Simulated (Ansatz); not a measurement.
# ScPd: pressure up to the limit of the methods, part 2 of 2

Aim: compress ScPd step by step, far beyond the usual range, and follow pressure and electronic structure. Methods of the runs shown: LAPW and crystal datasets. Companion runs by PAW are cited. Its runs: the reference run (LAPW); volume scaled by 1 (crystal datasets); volume scaled by 0.75 (LAPW); volume scaled by 0.6 (LAPW); volume scaled by 0.5 (LAPW and crystal datasets).

Ansatz 0.2.0; DFT PBEsol; a cell built from a prototype. «Crystal datasets» are all-electron PAW datasets made for this crystal. Earlier steps stand in the parts before.

### 4 Volume scaled by 0.75, LAPW

The input, input.yaml:

```yaml
crystal:
  lattice:
    - [2.9828034531, 0.0, 0.0]
    - [0.0, 2.9828034531, 0.0]
    - [0.0, 0.0, 2.9828034531]
  atoms:
    - { symbol: Sc, position: [0.5, 0.5, 0.5] }
    - { symbol: Pd, position: [0.0, 0.0, 0.0] }
kpoints:
  mp_grid: { grid: [11, 11, 11] }
  band_path:
    path:
      - [0.0, 0.0, 0.0]
      - [0.0, 0.5, 0.0]
      - [0.5, 0.5, 0.0]
      - [0.0, 0.0, 0.0]
      - [0.5, 0.5, 0.5]
      - [0.0, 0.5, 0.0]
      - [0.5, 0.5, 0.5]
      - [0.5, 0.5, 0.0]
    npoints: 6
scf:
  occupations: { method: fermi_dirac, width: 0.05 }
hamiltonian:
  xc: pbesol
  pseudopotentials: { kind: all_electron, lapw: { basis_error: 0.001 } }
output:
  forces: true
  stress: true
  eigenvalues: true
  populations: true
```

Command:

```sh
ansatz run input.yaml --threads 1 --pin off --max-ram 2048MiB --backend cpu --events-out ev --progress --plain --runs-dir out
```

Log, shortened:

```text
Sc: projections on atomic orbitals take those of the free atom 1s2 2s2 2p6 3s2 3p6 3d1 4s2, of charge +0.00 (hamiltonian.pseudopotentials.projection_atoms)
Pd: projections on atomic orbitals take those of the free atom 1s2 2s2 2p6 3s2 3p6 3d10 4s2 4p6 4d10, of charge +0.00 (hamiltonian.pseudopotentials.projection_atoms)
LAPW: plane waves up to 8.683 Å⁻¹, error target 1.0e-3 eV per atom; small_component_spin mean_spin; Sc in spheres of 1.253 Å, 17 of its electrons in bands, Dirac shells []; Pd in spheres of 1.331 Å, 28 of its electrons in bands, Dirac shells []
[...]
Pseudopotentials: kind: all_electron
Pseudopotential: Sc, LAPW, valence charge 17, Koelling and Harmon's equation, gaussian nucleus
Pseudopotential: Pd, LAPW, valence charge 28, Koelling and Harmon's equation, gaussian nucleus
Functional definition: PBEsol
[...]
Crystal: 2 atoms, lattice volume = 26.538 Å³
[...]
SCF iter  11: F=-158012.208416 eV  HF=-158012.208416 eV  |F-HF|=7.82e-8  |Δ(HF+E_count)|=   9.11e-9  Δρ=1.03e-5  dr2=3.89e-8  ethr=1.68e-9  ⟨swp⟩=2.0  Hψ=4578  notcnv=0
[...]
NSCF: frozen V_eff on 43 k-points
SCF converged after 11 iterations
Free energy (F): -158012.208416 eV
[...]
E sigma→0 (E₀):  -158012.205094 eV
Entropy (-TS):   -0.006644 eV (-3.322 meV/atom)
Fermi energy:    22.948818 eV
[...]
--- Forces (eV/Å), atoms counted from 1 ---
  atom   1  Sc    -0.00000000    -0.00000000    -0.00000000
  atom   2  Pd    -0.00000000    -0.00000000     0.00000000
[...]
--- Stress (GPa, compression-positive) ---
       59.552137       0.000000       0.000000
        0.000000      59.552137       0.000000
        0.000000       0.000000      59.552137
  P = ⅓ Tr σ = 59.5521 GPa (595.521 kbar)
--- Band table (eV; the first three rows and the last of 56) ---
[...]
--- Löwdin populations: 2 sites ---
  site symbol       q [e]
     0     Sc     21.4493
     1     Pd     45.1827
  spilling = 0.005493 (of n_electrons = 67.000000)
```

It took 21 s on 1 thread of Intel Xeon Platinum 8259CL at 2.50GHz (Skylake/Cascade Lake), shared host; peak memory 0.41 GiB.

This run gives: pressure 59.55 GPa; no gap.

### 5 Volume scaled by 0.6, LAPW

input.yaml, as its differences from that of step 4:

```diff
@@ -2,5 +2,5 @@
   lattice:
-    - [2.9828034531, 0.0, 0.0]
-    - [0.0, 2.9828034531, 0.0]
-    - [0.0, 0.0, 2.9828034531]
+    - [2.7689894402, 0.0, 0.0]
+    - [0.0, 2.7689894402, 0.0]
+    - [0.0, 0.0, 2.7689894402]
   atoms:
```

Command:

```sh
ansatz run input.yaml --threads 1 --pin off --max-ram 2048MiB --backend cpu --events-out ev --progress --plain --runs-dir out
```

Log, shortened:

```text
Sc: projections on atomic orbitals take those of the free atom 1s2 2s2 2p6 3s2 3p6 3d1 4s2, of charge +0.00 (hamiltonian.pseudopotentials.projection_atoms)
Pd: projections on atomic orbitals take those of the free atom 1s2 2s2 2p6 3s2 3p6 3d10 4s2 4p6 4d10, of charge +0.00 (hamiltonian.pseudopotentials.projection_atoms)
LAPW: plane waves up to 9.374 Å⁻¹, error target 1.0e-3 eV per atom; small_component_spin mean_spin; Sc in spheres of 1.157 Å, 19 of its electrons in bands, Dirac shells []; Pd in spheres of 1.241 Å, 28 of its electrons in bands, Dirac shells []
[...]
[... 1 set-up line as earlier in the session ...]
Pseudopotential: Sc, LAPW, valence charge 19, Koelling and Harmon's equation, gaussian nucleus
[... 2 set-up lines as earlier in the session ...]
[...]
Crystal: 2 atoms, lattice volume = 21.231 Å³
[...]
SCF iter  10: F=-158008.667663 eV  HF=-158008.667663 eV  |F-HF|=4.37e-10  |Δ(HF+E_count)|=   5.52e-8  Δρ=6.52e-7  dr2=1.32e-10  ethr=2.58e-10  ⟨swp⟩=2.0  Hψ=4798  notcnv=0
[...]
NSCF: frozen V_eff on 43 k-points
SCF converged after 10 iterations
Free energy (F): -158008.667663 eV
[...]
E sigma→0 (E₀):  -158008.661951 eV
Entropy (-TS):   -0.011425 eV (-5.712 meV/atom)
Fermi energy:    29.462643 eV
[...]
--- Forces (eV/Å), atoms counted from 1 ---
  atom   1  Sc    -0.00000000     0.00000000    -0.00000000
  atom   2  Pd    -0.00000000     0.00000000    -0.00000000
[...]
--- Stress (GPa, compression-positive) ---
      170.131514       0.000000       0.000000
        0.000000     170.131514       0.000000
        0.000000       0.000000     170.131514
  P = ⅓ Tr σ = 170.1315 GPa (1701.315 kbar)
--- Band table (eV; the first three rows and the last of 56) ---
[...]
--- Löwdin populations: 2 sites ---
  site symbol       q [e]
     0     Sc     21.6710
     1     Pd     45.1039
  spilling = 0.003361 (of n_electrons = 67.000000)
```

It took 20 s on 1 thread of Intel Xeon Platinum 8259CL at 2.50GHz (Skylake/Cascade Lake), shared host; peak memory 0.41 GiB.

Read from it: pressure 170.13 GPa; no gap.

### 6 Volume scaled by 0.5, LAPW

input.yaml, as its differences from that of step 5:

```diff
@@ -2,5 +2,5 @@
   lattice:
-    - [2.7689894402, 0.0, 0.0]
-    - [0.0, 2.7689894402, 0.0]
-    - [0.0, 0.0, 2.7689894402]
+    - [2.6057188268, 0.0, 0.0]
+    - [0.0, 2.6057188268, 0.0]
+    - [0.0, 0.0, 2.6057188268]
   atoms:
```

Command:

```sh
ansatz run input.yaml --threads 1 --pin off --max-ram 2048MiB --backend cpu --events-out ev --progress --plain --runs-dir out
```

Log, shortened:

```text
Sc: projections on atomic orbitals take those of the free atom 1s2 2s2 2p6 3s2 3p6 3d1 4s2, of charge +0.00 (hamiltonian.pseudopotentials.projection_atoms)
Pd: projections on atomic orbitals take those of the free atom 1s2 2s2 2p6 3s2 3p6 3d10 4s2 4p6 4d10, of charge +0.00 (hamiltonian.pseudopotentials.projection_atoms)
LAPW: plane waves up to 9.957 Å⁻¹, error target 1.0e-3 eV per atom; small_component_spin mean_spin; Sc in spheres of 1.084 Å, 19 of its electrons in bands, Dirac shells []; Pd in spheres of 1.173 Å, 34 of its electrons in bands, Dirac shells []
[...]
[... 2 set-up lines as earlier in the session ...]
Pseudopotential: Pd, LAPW, valence charge 34, Koelling and Harmon's equation, gaussian nucleus
[... 1 set-up line as earlier in the session ...]
[...]
Crystal: 2 atoms, lattice volume = 17.692 Å³
[...]
SCF iter   9: F=-158003.342840 eV  HF=-158003.342840 eV  |F-HF|=5.14e-8  |Δ(HF+E_count)|=   1.22e-7  Δρ=1.11e-5  dr2=2.83e-8  ethr=5.27e-10  ⟨swp⟩=2.0  Hψ=5365  notcnv=0
[...]
NSCF: frozen V_eff on 43 k-points
SCF converged after 9 iterations
Free energy (F): -158003.342840 eV
[...]
E sigma→0 (E₀):  -158003.337432 eV
Entropy (-TS):   -0.010816 eV (-5.408 meV/atom)
Fermi energy:    35.978727 eV
[...]
--- Forces (eV/Å), atoms counted from 1 ---
  atom   1  Sc    -0.00000000     0.00000000     0.00000000
  atom   2  Pd    -0.00000000     0.00000000     0.00000000
[...]
--- Stress (GPa, compression-positive) ---
      332.743666       0.000000       0.000000
        0.000000     332.743666       0.000000
        0.000000       0.000000     332.743666
  P = ⅓ Tr σ = 332.7437 GPa (3327.437 kbar)
--- Band table (eV; the first three rows and the last of 56) ---
[...]
--- Löwdin populations: 2 sites ---
  site symbol       q [e]
     0     Sc     21.8182
     1     Pd     45.0227
  spilling = 0.002375 (of n_electrons = 67.000000)
```

It took 24 s on 1 thread of Intel Xeon Platinum 8259CL at 2.50GHz (Skylake/Cascade Lake), shared host; peak memory 0.42 GiB.

This run gives: pressure 332.74 GPa; no gap.

Levels at the path's labelled points, in eV from the Fermi level:

| point | band 24 | band 25 | band 26 | band 27 | band 28 | band 29 | band 30 |
| --- | --- | --- | --- | --- | --- | --- | --- |
| Γ | -6.11 | -6.11 | -6.11 | 1.39 | 1.39 | 6.27 | 6.27 |
| X | -6.16 | -5.24 | -3.91 | -2.93 | 0.94 | 0.94 | 1.59 |
| M | -8.45 | -3.54 | -0.58 | 2.59 | 3.35 | 3.35 | 6.42 |
| Γ | -6.11 | -6.11 | -6.11 | 1.39 | 1.39 | 6.27 | 6.27 |
| R | -3.45 | -3.45 | -3.45 | -3.40 | -3.40 | 6.89 | 6.89 |
| X | -6.16 | -5.24 | -3.91 | -2.93 | 0.94 | 0.94 | 1.59 |
| R | -3.45 | -3.45 | -3.45 | -3.40 | -3.40 | 6.89 | 6.89 |
| M | -8.45 | -3.54 | -0.58 | 2.59 | 3.35 | 3.35 | 6.42 |

### 7 Volume scaled by 0.5, crystal datasets

The input, input.yaml:

```yaml
crystal:
  lattice:
    - [2.6057188268, 0.0, 0.0]
    - [0.0, 2.6057188268, 0.0]
    - [0.0, 0.0, 2.6057188268]
  atoms:
    - { symbol: Sc, position: [0.5, 0.5, 0.5] }
    - { symbol: Pd, position: [0.0, 0.0, 0.0] }
kpoints:
  mp_grid: { grid: [11, 11, 11] }
scf:
  occupations: { method: fermi_dirac, width: 0.05 }
hamiltonian:
  xc: pbesol
  pseudopotentials: { kind: all_electron, datasets: crystal }
output:
  forces: true
  stress: true
  eigenvalues: true
  efg: { contact_densities: true }
```

Command:

```sh
ansatz run input.yaml --threads 1 --pin off --max-ram 2048MiB --backend cpu --events-out ev --progress --plain --runs-dir out
```

Log, shortened:

```text
[...]
band count auto-derived: 21 (N_el = 29.0; filled up to band 15; 19 by the electrons, moments and atoms)
Pd: output.efg is read without spin–orbit coupling, which moves field gradients at and beside such atoms by some per cent and up to a factor of two; PAW files take it under magnetization.noncollinear and magnetization.spin_orbit
[...]
[... 1 set-up line as earlier in the session ...]
Pseudopotential: Sc, paw, valence charge 11, recommended cutoff 400 eV (normal), Koelling and Harmon's equation, gaussian nucleus
Pseudopotential: Pd, paw, valence charge 18, recommended cutoff 400 eV (normal), Koelling and Harmon's equation, gaussian nucleus
[... 1 set-up line as earlier in the session ...]
[...]
Crystal: 2 atoms, lattice volume = 17.692 Å³
Basis set: ecut = 400 eV, 341 PW (Γ), exchange–correlation on 36×36×36 points (8 copies of the dense FFT grid, shifted against one another)
[...]
  atom   1  Sc     0.00000000     0.00000000    -0.00000000
  atom   2  Pd    -0.00000000    -0.00000000    -0.00000000
[...]
--- Stress (GPa, compression-positive) ---
      332.740810       0.000000       0.000000
        0.000000     332.740810       0.000000
        0.000000       0.000000     332.740810
  P = ⅓ Tr σ = 332.7408 GPa (3327.408 kbar)
--- PAW observables at the nuclei: V_zz in 10²¹ V/m², potentials from the cell's mean, atoms counted from 1 ---
  atom   1  Sc V_zz =    -0.000000   η = 0.0000   by run symmetry: forbidden
            electrostatic potential = -2395.438260 V   contact ρ = 48483.811993 e/Å³
  atom   2  Pd V_zz =    +0.000000   η = 0.0000   by run symmetry: forbidden
            electrostatic potential = -7265.511009 V   contact ρ = 864468.653194 e/Å³
--- Band table (eV; the first three rows and the last of 56) ---
  k-point 0: bands = ["-52.0905", "-17.8328", "-17.8328", "-17.8328", "-13.1711", "8.8097", "8.8097", "8.8097", "24.4073", "24.4073", "27.0648", "29.8708", "29.8708", "29.8708", "37.3709", "37.3709", "42.2476", "42.2476", "42.2476"]
[...]
```

Wall time 13 s (1 thread of Intel Xeon Platinum 8259CL at 2.50GHz (Skylake/Cascade Lake), shared host); peak memory 0.57 GiB.

In short: pressure 332.74 GPa; no gap.

### 8 The series in one table

Rows by PAW come from runs of the same series that aren't printed here.

| method | volume over the first | volume (Å³/atom) | pressure (GPa) | SCF cycles, all passes |
| --- | --- | --- | --- | --- |
| LAPW | 1 | 17.692 | -1.98 | 10 |
| LAPW | 0.75 | 13.269 | 59.55 | 11 |
| LAPW | 0.6 | 10.615 | 170.13 | 10 |
| LAPW | 0.5 | 8.846 | 332.74 | 9 |
| PAW | 1 | 17.692 | -1.97 | 6 |
| PAW | 0.75 | 13.269 | 59.53 | 6 |
| PAW | 0.6 | 10.615 | 170.02 | 6 |
| PAW | 0.5 | 8.846 | 332.39 | 6 |
| crystal datasets | 1 | 17.692 | -1.97 | 9 |
| crystal datasets | 0.5 | 8.846 | 332.74 | 9 |

### 9 What came out

What follows sums up all 2 parts.

| quantity | value |
| --- | --- |
| LAPW pressure at 0.5 of the volume | 332.7 GPa |
| PAW pressure at 0.5 of the volume | 332.4 GPa |
| crystal datasets pressure at 0.5 of the volume | 332.7 GPa |
| fitted bulk modulus at zero pressure (LAPW) | 129 GPa |
| its pressure derivative | 3.95 |

At 0.5 of the starting volume LAPW gives 333 GPa. One third-order Birch-Murnaghan curve follows these points (B₀ = 129 GPa, B′ = 3.95, misfit at most 0.63 GPa). A fit over so wide a range leans to the high pressures, so B₀ can be off by several per cent. Where LAPW's pressure is over 3 GPa, PAW's departs from it by at most 0.1 %, at 0.5 of the volume. The ions are at rest, and the electrons smeared by 0.05 eV.
